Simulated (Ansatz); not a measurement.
**r2SCAN0/cc-pVDZ run of CH3BClFO (methoxychlorofluoroborane)**

What is the vertical ionisation energy of CH3BClFO (methoxychlorofluoroborane) at r2SCAN0/cc-pVDZ? 

The calculation is run with Ansatz 0.2.0.

134 further runs of the same task are left out: 134 set aside as unsound or not needed. Runs told in other sessions of the task aren't counted.

### Step 1. The system as given

The species is CH3BClFO (8 atoms), meant as a singlet with charge 0. SMILES: `COB(F)Cl`. The shape is that of a PBE0-D4/def2-TZVP optimisation. This is one conformer, not always the lowest.

Bond lengths: C1–O2 1.414 Å, O2–B3 1.333 Å, B3–F4 1.320 Å, B3–Cl5 1.765 Å, C1–H6 1.091 Å, C1–H7 1.090 Å, C1–H8 1.091 Å. Angles: C1–O2–B3 126.0°, O2–B3–F4 118.3°, O2–B3–Cl5 124.1°, F4–B3–Cl5 117.7°, O2–C1–H6 108.6°, O2–C1–H7 108.2°, O2–C1–H8 111.7°, H6–C1–H7 109.1°, H6–C1–H8 109.5°, H7–C1–H8 109.7°.

### Step 2. A single-point energy at r2SCAN0/cc-pVDZ

The input, run.yaml:

```yaml
crystal:
  periodic: [false, false, false]
  atoms:
    - {symbol: C, position_ang: [0.662000, -0.415400, 0.804600]}
    - {symbol: O, position_ang: [-0.122300, -0.654500, -0.347500]}
    - {symbol: B, position_ang: [-0.782400, 0.264900, -1.051400]}
    - {symbol: F, position_ang: [-1.466600, -0.129900, -2.108800]}
    - {symbol: Cl, position_ang: [-0.801800, 1.985600, -0.658500]}
    - {symbol: H, position_ang: [1.700600, -0.658800, 0.576000]}
    - {symbol: H, position_ang: [0.308900, -1.072800, 1.599700]}
    - {symbol: H, position_ang: [0.593700, 0.623700, 1.130000]}
basis:
  gaussian:
    orbitals: cc-pVDZ
hamiltonian:
  xc: {name: r2SCAN0}
accuracy: high
output:
  orbitals: {seedname: orbitals}
```

Launch:

```sh
$ ansatz run run.yaml --threads 1 --pin off --max-ram 3480MiB --events-out events.jsonl --progress --plain --runs-dir runs
```

The program printed:

```text
Warning: RAYON_NUM_THREADS=1 ignored (pool sized by the plan → 1); use --threads N
Functional definition: r2SCAN0
  name "r2SCAN0"
  parameter a = 0.25
  parameter k0 = 0.174
  parameter k1 = 0.065
  parameter a1 = 4.9479
  exchange = (1 - a)*r2scan_x(k0 = k0, k1 = k1, a1 = a1) + a*exact_x
  correlation = r2scan_c
2055 factors; integrals over basis functions are off by at most 3.5e-9 eV
mean field evaluation 1: about -19044.9660 eV, gradient 4.1e1 eV
mean field evaluation 2: about -19043.2531 eV, gradient 5.2e1 eV
mean field evaluation 4: about -19048.0546 eV, gradient 1.9e0 eV
mean field evaluation 8: about -19048.2892 eV, gradient 3.4e-1 eV
mean field evaluation 16: about -19048.2894 eV, gradient 3.3e-5 eV
mean field -19048.28942999 eV, -700.0117251578 hartree, gradient 3.3e-8 eV, S^2 0.000000; 0 other end points of the search recorded, 0 dependent functions left out
reference -19048.28943053 eV, -700.0117251777 hartree; 24, 24 occupied and 65, 65 virtual orbitals, 2055 factors
Total energy: -19048.28943053 eV, -700.0117251777 hartree
```

Run time: 13 s. Hardware: 1 thread of Arm Neoverse V2, shared host; peak memory 0.36 GiB.

### Step 3. The doublet cation at the same level

Edit run.yaml of step 2 so:

```diff
@@ -14,2 +14,6 @@
     orbitals: cc-pVDZ
+total_charge: 1
+magnetization:
+  spin_polarized: true
+  initial_magnetization: 1
 hamiltonian:
@@ -17,3 +21,2 @@
 accuracy: high
-output:
-  orbitals: {seedname: orbitals}
+output: {orbitals: {seedname: orbitals}}
```

Launch:

```sh
$ ansatz run run.yaml --threads 1 --pin off --max-ram 3480MiB --events-out events.jsonl --progress --plain --runs-dir runs
```

The program printed:

```text
Warning: RAYON_NUM_THREADS=1 ignored (pool sized by the plan → 1); use --threads N
Functional definition: r2SCAN0
  name "r2SCAN0"
  parameter a = 0.25
  parameter k0 = 0.174
  parameter k1 = 0.065
  parameter a1 = 4.9479
  exchange = (1 - a)*r2scan_x(k0 = k0, k1 = k1, a1 = a1) + a*exact_x
  correlation = r2scan_c
2054 factors; integrals over basis functions are off by at most 3.5e-9 eV
mean field evaluation 1: about -19025.5877 eV, gradient 5.1e1 eV
mean field evaluation 2: about -18995.8631 eV, gradient 9.8e1 eV
mean field evaluation 4: about -19033.0166 eV, gradient 2.5e1 eV
mean field evaluation 8: about -19036.1793 eV, gradient 4.3e0 eV
mean field evaluation 16: about -19036.6449 eV, gradient 2.3e-1 eV
mean field evaluation 32: about -19036.1635 eV, gradient 7.4e0 eV
mean field -19036.66817664 eV, -699.5846519745 hartree, gradient 3.0e-8 eV, S^2 0.765786; 4 other end points of the search recorded, 0 dependent functions left out
reference -19036.66817794 eV, -699.5846520223 hartree; 24, 23 occupied and 65, 66 virtual orbitals, 2054 factors
Total energy: -19036.66817794 eV, -699.5846520223 hartree
```

It took 40 s on 1 thread of Arm Neoverse V2, shared host; peak memory 0.59 GiB.

### Step 4. Summary of results

At r2SCAN0/cc-pVDZ:

| quantity | value |
| --- | --- |
| singlet CH3BClFO: total energy | -700.01173 Eh |
| singlet CH3BClFO: HOMO energy | -9.42 eV |
| singlet CH3BClFO: LUMO energy | 1.14 eV |
| singlet CH3BClFO: HOMO–LUMO gap | 10.56 eV |
| doublet cation: total energy | -699.58465 Eh |
| doublet cation: HOMO energy (highest over α and β) | -15.97 eV |
| doublet cation: LUMO energy (lowest over α and β) | -13.79 eV |
| doublet cation: ⟨S²⟩ | 0.766 |
| vertical ionisation energy (to the doublet cation) | 11.621 eV |

**Reading.** The vertical ionisation energy comes to 11.62 eV (1121 kJ/mol). The negative HOMO energy of the first species, 9.42 eV, lies 2.20 eV below that difference.
